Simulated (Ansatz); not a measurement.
# CH5AlBN: the cost of one run

All numbers are computed with Ansatz 0.2.0, driven from Python. Level of theory: PBE/cc-pVDZ.

### 1 The system

Bond lengths: B1–Al2 1.997 Å, Al2–C3 1.955 Å, C3–N4 1.363 Å, B1–H5 1.209 Å, B1–H6 1.218 Å, Al2–H7 1.619 Å, C3–H8 1.033 Å, N4–H9 1.075 Å. Angles: B1–Al2–C3 119.3°, B1–Al2–H7 120.3°, C3–Al2–H7 120.4°, Al2–B1–H5 122.6°, Al2–B1–H6 123.4°, H5–B1–H6 114.0°, Al2–C3–N4 117.0°, Al2–C3–H8 121.7°, N4–C3–H8 121.0°, C3–N4–H9 114.6°.

Input file ch5albn.xyz:

```xyz
9

B    -1.09980    1.22480   -1.37960
Al    0.41780    0.13640   -0.67240
C     0.24820   -0.71820    1.07730
N     1.32930   -1.41100    1.53510
H    -2.12530    1.39120   -0.76120
H    -1.06710    1.80290   -2.45130
H     1.77410   -0.03530   -1.54000
H    -0.58500   -0.57800    1.67200
H     1.19640   -1.85930    2.50310
```

### 2 The script

scan_ch5albn.py

```python
'''Stretching a bond of CH5AlBN, the rest held rigid.'''

import ansatz as az
import matplotlib.pyplot as plt
import numpy as np

mol = az.Crystal.molecule_from_extxyz('ch5albn.xyz')

symbols = [site.symbol for site in mol.cartesian_sites]
start = np.array([site.position_ang for site in mol.cartesian_sites])
axis = (start[4] - start[0]) / np.linalg.norm(start[4] - start[0])
moving = [4]
lengths, energies = [1.064, 1.112, 1.161, 1.209, 1.257, 1.306, 1.354, 1.427], []
for length in lengths:
    xyz = start.copy()
    xyz[moving] += (length - np.linalg.norm(start[4] - start[0])) * axis
    point = az.Crystal.molecule()
    for symbol, place in zip(symbols, xyz):
        point = point.atom(symbol, place.tolist())
    calculation = (
        point.calculation()
        .basis(gaussian='cc-pVDZ')
        .functional('pbe')
    )
    rep = calculation.run().report
    energies.append(rep['free_energy_ev'])
    print(f'r = {length:6.3f} A  E = {energies[-1]:.5f} eV  <S^2> = {abs(rep["mean_field"]["state"]["spin_squared"]):.3f}')

# quartic fit about the minimum
fit = np.polynomial.Polynomial.fit(lengths, np.array(energies) - min(energies), 4).convert()
roots = [r.real for r in fit.deriv().roots() if abs(r.imag) < 1e-9 and fit.deriv(2)(r.real) > 0]
r_e = min(roots, key=lambda r: abs(r - lengths[int(np.argmin(energies))]))
print(f'minimum of the fit at {r_e:.4f} A, force constant {fit.deriv(2)(r_e):.2f} eV/A^2')
plt.figure(figsize=(4.5, 3))
plt.plot(lengths, np.array(energies) - min(energies), 'o-')
plt.xlabel('bond length (A)')
plt.ylabel('E - E(min) (eV)')
plt.tight_layout()
plt.savefig('scan.png', dpi=100)
```

### 3 The calls as engine input

The package turns the script's settings into the engine's input (first run):

```yaml
crystal:
  periodic: [false, false, false]
  atoms:
    - { symbol: B, position_ang: [-1.0998, 1.2248, -1.3796] }
    - { symbol: Al, position_ang: [0.4178, 0.1364, -0.6724] }
    - { symbol: C, position_ang: [0.2482, -0.7182, 1.0773] }
    - { symbol: "N", position_ang: [1.3293, -1.411, 1.5351] }
    - { symbol: H, position_ang: [-2.0022841580347865, 1.3712391651847766, -0.8353813716931138] }
    - { symbol: H, position_ang: [-1.0671, 1.8029, -2.4513] }
    - { symbol: H, position_ang: [1.7741, -0.0353, -1.54] }
    - { symbol: H, position_ang: [-0.585, -0.578, 1.672] }
    - { symbol: H, position_ang: [1.1964, -1.8593, 2.5031] }
basis:
  gaussian:
    orbitals: cc-pVDZ
hamiltonian:
  xc: pbe
```

### 4 Running it

Launch:

```
$ python scan_ch5albn.py
```

**Question.** How long does this script take on 1 thread of Arm Neoverse V1, shared host, and how much memory does it need?

About 20 s, with a peak of 0.22 GiB.
